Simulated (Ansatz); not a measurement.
This script makes an equation of state with a fit of Li3Rh, space group Fm-3m with Ansatz 0.2.0, Python API.

The script, `eos_li3rh.py`:
```python
# -*- coding: utf-8 -*-
'''Equation of state of Li3Rh.'''

import ansatz as az
import numpy as np
from scipy.optimize import curve_fit

vectors0 = np.array([
    [0.0, 2.981411, 2.981411],
    [2.981411, 0.0, 2.981411],
    [2.981411, 2.981411, 0.0],
])
sites = [
    ('Li', (0.25, 0.25, 0.25)),
    ('Li', (0.75, 0.75, 0.75)),
    ('Li', (0.5, 0.5, 0.5)),
    ('Rh', (0.0, 0.0, 0.0)),
]


def on_lattice(cell):
    crystal = az.Crystal(lattice=az.Lattice.of(cell))
    for symbol, position in sites:
        crystal = crystal.atom(symbol, position)
    return crystal

def vinet(v, e0, v0, b0, b1):
    eta = (v / v0) ** (1 / 3)
    return e0 + 2 * b0 * v0 / (b1 - 1) ** 2 * (2 - (5 + 3 * b1 * (eta - 1) - 3 * eta) * np.exp(-1.5 * (b1 - 1) * (eta - 1)))

# uniform scaling of the cell
volumes, energies = [], []
for scale in np.linspace(0.9, 1.1, 9):
    cell = vectors0 * scale ** (1 / 3)
    calc = (
        on_lattice(cell).calculation()
        .functional('PBEsol', dispersion='D3(BJ)')
        .occupations('fermi_dirac', width=0.05)
        .scf(max_iterations=200)
        .basis(500)
        .kpoints(7, 7, 7)
    )
    summary = calc.run().report
    volumes.append(abs(np.linalg.det(cell)) / len(sites))
    energies.append(summary['free_energy_ev'] / len(sites))
    print(f'V = {volumes[-1]:8.4f} A^3/atom  F = {energies[-1]:.5f} eV/atom')

guess = (min(energies), volumes[int(np.argmin(energies))], 0.5, 4.5)
(e0, v0, b0, b1), _ = curve_fit(vinet, np.array(volumes), np.array(energies), p0=guess, maxfev=20000)
print(f'Vinet fit: V0 = {v0:.4f} A^3/atom, B0 = {160.21766 * b0:.1f} GPa, B1 = {b1:.2f}')
print('largest residual', round(1000 * float(np.abs(vinet(np.array(volumes), e0, v0, b0, b1) - energies).max()), 3), 'meV/atom')
```

Where does the minimum lie against the volume typed, and how stiff is the crystal?

A third-order Birch-Murnaghan fit through the 9 points (the script's own form differs a little) has its minimum at 12.13 Å³ an atom, 8.5 % below the typed cell, with a bulk modulus of 54 GPa and dB/dP = 4.0. From that minimum the energy rises by 0.6 meV an atom on the compressed side and 61.8 meV on the expanded side. The window is off centre, so dB/dP is rough.

The output:

```console
$ python eos_li3rh.py
V =  11.9255 A^3/atom  F = -1737.22709 eV/atom
V =  12.2568 A^3/atom  F = -1737.22743 eV/atom
V =  12.5881 A^3/atom  F = -1737.22486 eV/atom
V =  12.9193 A^3/atom  F = -1737.21973 eV/atom
V =  13.2506 A^3/atom  F = -1737.21238 eV/atom
V =  13.5819 A^3/atom  F = -1737.20309 eV/atom
V =  13.9131 A^3/atom  F = -1737.19209 eV/atom
V =  14.2444 A^3/atom  F = -1737.17961 eV/atom
V =  14.5757 A^3/atom  F = -1737.16582 eV/atom
Vinet fit: V0 = 12.1252 A^3/atom, B0 = 54.2 GPa, B1 = 3.84
largest residual 0.004 meV/atom
```

The settings weren't tested for convergence. Spin is left out of this run. This cell is a computed structure, which may not be the phase found in nature.

(A comment or docstring line of the script was reworded after the run, the code is as it ran; lines on the test bed's own set-up are left out of the output.)
